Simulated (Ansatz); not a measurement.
# CH₃BBr₂: a ladder of functionals and wavefunction methods

An exercise on one series of results from a longer session: the logs are not shown, and one member is left open.

Method: functionals in def2-TZVPP, the program's frozen cores in correlated methods; program: Ansatz 0.2.0, Gaussian basis.

Plan: LDA (SPW92), PBE-D4, revPBE-D4, BLYP-D4, r2SCAN-D4, B97M-V, PBE0-D4, B3LYP-D4, r2SCANh-D4, r2SCAN0-D4, HSE06-D4, BHLYP-D4, CAM-B3LYP-D4, LC-ωPBE, ωB97X-V, ωB97M-V, B2PLYP, PBE-QIDH; CCSD(T)/def2-SVP; CCSD(T)/def2-TZVPP; MP2/def2-QZVPP; extrapolation to the limit; RPA on PBE.

## The relaxed structure

An earlier PBE0-D4 in a triple-zeta def2 set relaxation fixed the geometry.

SMILES `CB(Br)Br`, 7 atoms, charge 0, spin multiplicity 1.

Atoms are counted from 1 here; the program's logs count them from 0.

Bond lengths: C1–B2 1.550 Å, C1–H5 1.095 Å, C1–H6 1.095 Å, C1–H7 1.089 Å, B2–Br3 1.913 Å, B2–Br4 1.909 Å. Angles: B2–C1–H5 109.7°, B2–C1–H6 109.6°, B2–C1–H7 113.5°, H5–C1–H6 105.7°, H5–C1–H7 109.1°, H6–C1–H7 109.0°, C1–B2–Br3 120.2°, C1–B2–Br4 122.0°, Br3–B2–Br4 117.8°.

Geometry (Å):

```
atom     x (Å)     y (Å)     z (Å)
  C1  -0.00791   0.76831   0.03048
  B2  -0.01026  -0.77920  -0.05737
 Br3   1.48825  -1.78145   0.58322
 Br4  -1.47979  -1.74781  -0.79765
  H5   0.13739   1.07967   1.07035
  H6   0.85168   1.16575  -0.52004
  H7  -0.91806   1.22683  -0.35470
```

Set-up of the first run:

in.yaml reads:

```yaml
crystal:
  periodic: [false, false, false]
  atoms:
    - {symbol: C, position_ang: [-0.007905, 0.768307, 0.030484]}
    - {symbol: B, position_ang: [-0.010262, -0.779198, -0.057368]}
    - {symbol: Br, position_ang: [1.488247, -1.781451, 0.583225]}
    - {symbol: Br, position_ang: [-1.479795, -1.747805, -0.797650]}
    - {symbol: H, position_ang: [0.137390, 1.079668, 1.070346]}
    - {symbol: H, position_ang: [0.851682, 1.165753, -0.520037]}
    - {symbol: H, position_ang: [-0.918058, 1.226826, -0.354700]}
basis:
  gaussian: {orbitals: def2-TZVPP}
hamiltonian: {xc: lda}
output: {orbitals: {seedname: orbitals}}
```

Among the steps run: LDA; PBE-D4 (GGA); revPBE-D4 (GGA); BLYP-D4 (GGA); r2SCAN-D4 (meta-GGA); B97M-V (meta-GGA); PBE0-D4 (hybrid); B3LYP-D4 (hybrid); r2SCANh-D4 (hybrid); r2SCAN0-D4 (hybrid); HSE06-D4 (hybrid); BHLYP-D4 (hybrid); CAM-B3LYP-D4 (range-separated); LC-ωPBE-D4 (range-separated; the results give it without D4); ωB97X-V (range-separated); ωB97M-V (range-separated); B2PLYP (double hybrid); PBE-QIDH (double hybrid).

One table of the session follows, with a row left open; its other results are not shown here.

It belongs to the step «Orbital energies across the functionals». 

```
  functional  HOMO (eV)  LUMO (eV)  gap (eV)
 LDA (SPW92)      -7.08      -2.69      4.39
      PBE-D4      -6.92      -2.45      4.47
   revPBE-D4      -6.87      -2.36      4.52
     BLYP-D4      -6.75      -2.27      4.48
   r2SCAN-D4      -7.25      -2.17      5.08
      B97M-V          ?          ?         ?
     PBE0-D4      -8.21      -1.56      6.65
    B3LYP-D4      -7.94      -1.72      6.22
  r2SCANh-D4      -7.71      -1.86      5.86
  r2SCAN0-D4      -8.42      -1.39      7.03
    HSE06-D4      -7.81      -1.94      5.87
    BHLYP-D4      -9.32      -0.47      8.84
CAM-B3LYP-D4      -9.52      -0.41      9.11
     LC-ωPBE     -10.92       0.67     11.59
     ωB97X-V     -10.55       0.63     11.18
     ωB97M-V     -10.41       0.48     10.89
```

Estimate the missing values for B97M-V.

**Answer.** HOMO (eV): -7.32; LUMO (eV): -2.05; gap (eV): 5.27. In the column «HOMO (eV)» it lies between r2SCANh-D4 (-7.71) and r2SCAN-D4 (-7.25).
